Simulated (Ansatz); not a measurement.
Relaxation of a periodic cell of 15 atoms, Si3C2 (host SiC, host structure P6_3mc, dopant Si, one C atom removed), cell charge -2, to a largest force component of 0.03 eV/Å in at most 60 steps.

These are results of Ansatz, DFT LDA, scalar-relativistic, plane waves, PAW, not measurements. Settings: PAW set soft_1, cutoff 420 eV, k mesh 2x3x3, gaussian smearing 0.05 eV, no spin polarisation.

```xyz
15
Lattice="-3.0760 -5.3278 0.0000 4.6140 -2.6639 0.0000 0.0000 0.0000 5.0480" Properties=species:S:1:pos:R:3
Si -0.072 -3.547 0.019
Si 1.572 -4.427 2.502
C 1.596 -4.437 4.503
Si 3.047 -3.543 0.023
Si 0.071 -1.747 2.508
C 3.085 -3.580 1.988
C 0.016 -1.753 4.469
Si 1.538 -0.900 0.007
Si 3.082 -1.797 2.517
Si 1.542 -0.882 1.961
C 3.061 -1.793 4.466
Si 1.586 -6.232 -0.036
Si -1.521 -4.464 2.509
C 1.565 -6.223 1.967
C -1.510 -4.390 4.481
```

Where does it end, and by what steps?

It converged. Limits of this set-up: coarse k mesh, PAW files made for another functional, charged cell in a uniform background, uncorrected. After 13 steps the energy has fallen by 8.686 eV; Si5 moved furthest, 0.55 Å. The start is strongly strained (largest force component 12 eV/Å). Joined: Si2–Si5, Si5–Si13.

```csv
step,energy less start (eV),largest force component (eV/Å),accepted
0,0.0000,12.027,yes
1,-5.8032,5.319,yes
2,-8.2013,2.110,yes
3,-8.6299,0.576,yes
4,-8.3277,1.193,no
5,-8.6656,0.159,yes
6,-8.6629,0.246,no
7,-8.6758,0.060,yes
8,-8.6767,0.103,yes
9,-8.6796,0.164,yes
10,-8.6847,0.120,yes
11,-8.6840,0.079,no
12,-8.6844,0.122,no
13,-8.6858,0.017,yes
```

```xyz
15
Lattice="-3.0760 -5.3278 0.0000 4.6140 -2.6639 0.0000 0.0000 0.0000 5.0480" Properties=species:S:1:pos:R:3
Si 0.011 -3.529 0.193
Si 1.421 -4.261 2.579
C 1.573 -4.442 4.481
Si 3.116 -3.598 0.055
Si -0.154 -2.254 2.514
C 3.088 -3.612 1.918
C -0.021 -1.824 4.388
Si 1.544 -0.900 -0.296
Si 3.314 -1.914 2.596
Si 1.520 -0.843 1.909
C 3.178 -1.827 4.444
Si 1.570 -6.189 0.079
Si -1.460 -4.051 2.623
C 1.505 -6.084 1.937
C -1.545 -4.389 4.466
```

Time of the run: 50 s on 1 thread of Intel(R) Xeon(R) Platinum 8375C CPU @ 2.90GHz (Ice Lake) (shared host), peak memory 0.4 GiB.
